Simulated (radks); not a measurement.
**Ionisation energy and size from Tb⁴⁺ to Lu⁴⁺**

How do ionisation energy and radius run along this set of elements? Each needs two runs, the species and its ion; the difference of their energies is the Δ-SCF value.

Program: radks (a radial shooting solver on a logarithmic mesh, Libxc functionals) version 1. Level of theory: scalar-relativistic Kohn-Sham, r2SCAN, spin-unpolarised, spherical densities, finite nucleus. These are calculated values, not measurements, unless marked.

## Step 1: The system

* species: Tb⁴⁺, Dy⁴⁺, Ho⁴⁺, Er⁴⁺, Tm⁴⁺, Yb⁴⁺, Lu⁴⁺
* runs: 14, each species and its next ion

## Step 2: Tb⁴⁺, [Xe] 4f7

Input:

```text
Z 65
configuration [Xe] 4f7
relativity scalar-relativistic
functional r2scan,r2scan
spin unpolarised
nucleus finite rms 5.06 fm
c 137.035999084
```

The run is started by

```bash
python run_ks.py task.json out
```

The same process makes all the runs of this session.

## Step 3: Tb⁵⁺, [Kr] 4d10 4f7 5s2 5p5

Changes since step 2:

```diff
@@ -1,3 +1,3 @@
 Z 65
-configuration [Xe] 4f7
+configuration [Kr] 4d10 4f7 5s2 5p5
 relativity scalar-relativistic
```

## Step 4: Dy⁴⁺, [Xe] 4f8

Input:

```text
Z 66
configuration [Xe] 4f8
relativity scalar-relativistic
functional r2scan,r2scan
spin unpolarised
nucleus finite rms 5.2218 fm
c 137.035999084
```

## Step 5: Dy⁵⁺, [Kr] 4d10 4f8 5s2 5p5

Changes since step 4:

```diff
@@ -1,3 +1,3 @@
 Z 66
-configuration [Xe] 4f8
+configuration [Kr] 4d10 4f8 5s2 5p5
 relativity scalar-relativistic
```

## Step 6: Ho⁴⁺, [Xe] 4f9

Input:

```text
Z 67
configuration [Xe] 4f9
relativity scalar-relativistic
functional r2scan,r2scan
spin unpolarised
nucleus finite rms 5.2022 fm
c 137.035999084
```

## Step 7: Ho⁵⁺, [Kr] 4d10 4f9 5s2 5p5

Changes since step 6:

```diff
@@ -1,3 +1,3 @@
 Z 67
-configuration [Xe] 4f9
+configuration [Kr] 4d10 4f9 5s2 5p5
 relativity scalar-relativistic
```

## Step 8: Er⁴⁺, [Xe] 4f10

Input:

```text
Z 68
configuration [Xe] 4f10
relativity scalar-relativistic
functional r2scan,r2scan
spin unpolarised
nucleus finite rms 5.2516 fm
c 137.035999084
```

## Step 9: Er⁵⁺, [Kr] 4d10 4f10 5s2 5p5

Changes since step 8:

```diff
@@ -1,3 +1,3 @@
 Z 68
-configuration [Xe] 4f10
+configuration [Kr] 4d10 4f10 5s2 5p5
 relativity scalar-relativistic
```

## Step 10: Tm⁴⁺, [Xe] 4f11

Input:

```text
Z 69
configuration [Xe] 4f11
relativity scalar-relativistic
functional r2scan,r2scan
spin unpolarised
nucleus finite rms 5.2256 fm
c 137.035999084
```

## Step 11: Tm⁵⁺, [Kr] 4d10 4f11 5s2 5p5

Changes since step 10:

```diff
@@ -1,3 +1,3 @@
 Z 69
-configuration [Xe] 4f11
+configuration [Kr] 4d10 4f11 5s2 5p5
 relativity scalar-relativistic
```

## Step 12: Yb⁴⁺, [Xe] 4f12

Input:

```text
Z 70
configuration [Xe] 4f12
relativity scalar-relativistic
functional r2scan,r2scan
spin unpolarised
nucleus finite rms 5.3108 fm
c 137.035999084
```

## Step 13: Yb⁵⁺, [Kr] 4d10 4f12 5s2 5p5

Changes since step 12:

```diff
@@ -1,3 +1,3 @@
 Z 70
-configuration [Xe] 4f12
+configuration [Kr] 4d10 4f12 5s2 5p5
 relativity scalar-relativistic
```

## Step 14: Lu⁴⁺, [Xe] 4f13

Input:

```text
Z 71
configuration [Xe] 4f13
relativity scalar-relativistic
functional r2scan,r2scan
spin unpolarised
nucleus finite rms 5.37 fm
c 137.035999084
```

## Step 15: Lu⁵⁺, [Xe] 4f12

Changes since step 14:

```diff
@@ -1,3 +1,3 @@
 Z 71
-configuration [Xe] 4f13
+configuration [Xe] 4f12
 relativity scalar-relativistic
```

**Question.** What will these runs give? Wanted: for each run, species; configuration; Δ-SCF; NIST; −ε(HOMO); its level; widest level; its <r>.

As calculated:

```tsv
species	configuration	Δ-SCF (eV)	NIST (eV)	−ε(HOMO) (eV)	its level	widest level	its <r> (bohr)
Tb⁴⁺	[Xe] 4f7	76.408	66.5 (semi-emp.)	54.100	4f	5p	1.44
Dy⁴⁺	[Xe] 4f8	77.634	62.1 (semi-emp.)	54.840	4f	5p	1.42
Ho⁴⁺	[Xe] 4f9	78.846	63.9 (semi-emp.)	55.514	4f	5p	1.40
Er⁴⁺	[Xe] 4f10	80.047	65.1 (semi-emp.)	56.127	4f	5p	1.38
Tm⁴⁺	[Xe] 4f11	81.239	65.4 (semi-emp.)	56.683	4f	5p	1.36
Yb⁴⁺	[Xe] 4f12	82.424	65.6 (semi-emp.)	57.186	4f	5p	1.34
Lu⁴⁺	[Xe] 4f13	69.397	66.8 (semi-emp.)	57.638	4f	5p	1.32
```

What this shows: Reference values: NIST Atomic Spectra Database (exp. measured, semi-emp. semi-empirical, theory a theoretical value adopted there). By these runs, which need not match the measured order, Yb⁴⁺ holds its electron most tightly (82.424 eV) and Lu⁴⁺ least (69.397 eV); the widest outer orbital is the 5p of Tb⁴⁺. The Δ-SCF values miss the measured or semi-empirical entries by +20.0 % in the signed mean; the largest miss is +25.6 % (Yb⁴⁺). For Tb⁴⁺, Dy⁴⁺, Ho⁴⁺, Er⁴⁺, Tm⁴⁺, Yb⁴⁺, Lu⁴⁺ the highest level isn't the widest one, so −ε(HOMO) and <r> belong to different orbitals, and Δ-SCF follows the ion's typed configuration. Spin polarisation and multiplet splitting are left out, so open shells lie too high by an amount that depends on their filling. Spin-orbit splitting is averaged out at the scalar-relativistic level.
